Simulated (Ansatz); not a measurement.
**CH2BFS: taking an electron away**

An exercise on one series of results from a longer session: the logs are not shown, and one member is left open.

Method: unrestricted cation, the program's frozen cores in correlated methods; program: Ansatz 0.2.0, Gaussian basis.

Levels to be run: UKS PBE-D4/def2-TZVPP; UKS r2SCAN-D4/def2-TZVPP; UKS PBE0-D4/def2-TZVPP; UKS B3LYP-D4/def2-TZVPP; UKS wB97X-V/def2-TZVPP; UKS wB97M-V/def2-TZVPP; UKS B2PLYP/def2-TZVPP; UHF-CCSD(T)/def2-TZVPP; UHF-MP2/def2-QZVPP; extrapolation to the limit; then −ε(HOMO) from the neutral's earlier runs with LDA (SPW92), PBE-D4, revPBE-D4, BLYP-D4, r2SCAN-D4, B97M-V, PBE0-D4, B3LYP-D4, r2SCANh-D4, r2SCAN0-D4, HSE06-D4, BHLYP-D4, CAM-B3LYP-D4, LC-ωPBE, ωB97X-V, ωB97M-V.

## Structure used throughout

The geometry comes from an earlier relaxation with PBE0-D4 in a triple-zeta def2 set; it is a stationary point.

6 atoms, charge 0, spin multiplicity 1.

Atoms are counted from 1 here; the program's logs count them from 0.

Bond lengths: F1–B2 1.307 Å, B2–C3 1.522 Å, B2–S4 1.743 Å, C3–S4 1.898 Å, C3–H5 1.086 Å, C3–H6 1.086 Å. Angles: F1–B2–C3 145.9°, F1–B2–S4 143.3°, C3–B2–S4 70.7°, B2–C3–S4 60.1°, B2–C3–H5 121.7°, B2–C3–H6 121.7°, S4–C3–H5 113.3°, S4–C3–H6 113.3°, H5–C3–H6 113.7°, B2–S4–C3 49.2°.

The first run:

in.yaml reads:

```yaml
crystal:
  periodic: [false, false, false]
  atoms:
    - {symbol: F, position_ang: [-0.281898, -2.086723, 0.294345]}
    - {symbol: B, position_ang: [-0.325683, -0.816470, -0.009438]}
    - {symbol: C, position_ang: [0.385702, 0.526151, 0.078141]}
    - {symbol: S, position_ang: [-1.292947, 0.399633, -0.799368]}
    - {symbol: H, position_ang: [1.202231, 0.783419, -0.590735]}
    - {symbol: H, position_ang: [0.354595, 1.129991, 0.980755]}
basis:
  gaussian: {orbitals: def2-TZVPP}
total_charge: 1
magnetization: {spin_polarized: true, initial_magnetization: 1}
hamiltonian: {xc: pbe, dispersion: d4}
```

Launch:

```console
> ansatz run in.yaml --threads 2 --pin off --events-out ev --progress --plain --max-ram 4352MiB
```

Among the steps run: Cation, UKS PBE-D4/def2-TZVPP; Cation, UKS r2SCAN-D4/def2-TZVPP; Cation, UKS PBE0-D4/def2-TZVPP; Cation, UKS B3LYP-D4/def2-TZVPP; Cation, UKS wB97X-V/def2-TZVPP; Cation, UKS wB97M-V/def2-TZVPP; Cation, UKS B2PLYP (frozen core)/def2-TZVPP; Cation, UHF-CCSD(T)/def2-TZVPP; Cation, UHF-MP2/def2-QZVPP.

One of the session's tables, all rows but one given; the rest of the session is left out.

For comparison, −ε(HOMO) of the neutral from earlier runs:

| functional | −ε(HOMO) (eV) |
| --- | --- |
| LDA (SPW92) | 6.63 |
| PBE-D4 | 6.51 |
| revPBE-D4 | 6.46 |
| BLYP-D4 | 6.33 |
| r2SCAN-D4 | 6.75 |
| B97M-V | 6.80 |
| PBE0-D4 | 7.71 |
| B3LYP-D4 | 7.45 |
| r2SCANh-D4 | 7.19 |
| r2SCAN0-D4 | 7.86 |
| HSE06-D4 | 7.30 |
| BHLYP-D4 | 8.75 |
| CAM-B3LYP-D4 | 9.00 |
| LC-ωPBE | 10.40 |
| ωB97X-V | ? |
| ωB97M-V | 9.86 |

Q: Estimate the row for ωB97X-V from the others.

**Answer.** −ε(HOMO) (eV): 10.03. In the column «−ε(HOMO) (eV)» it lies between ωB97M-V (9.86) and LC-ωPBE (10.40).
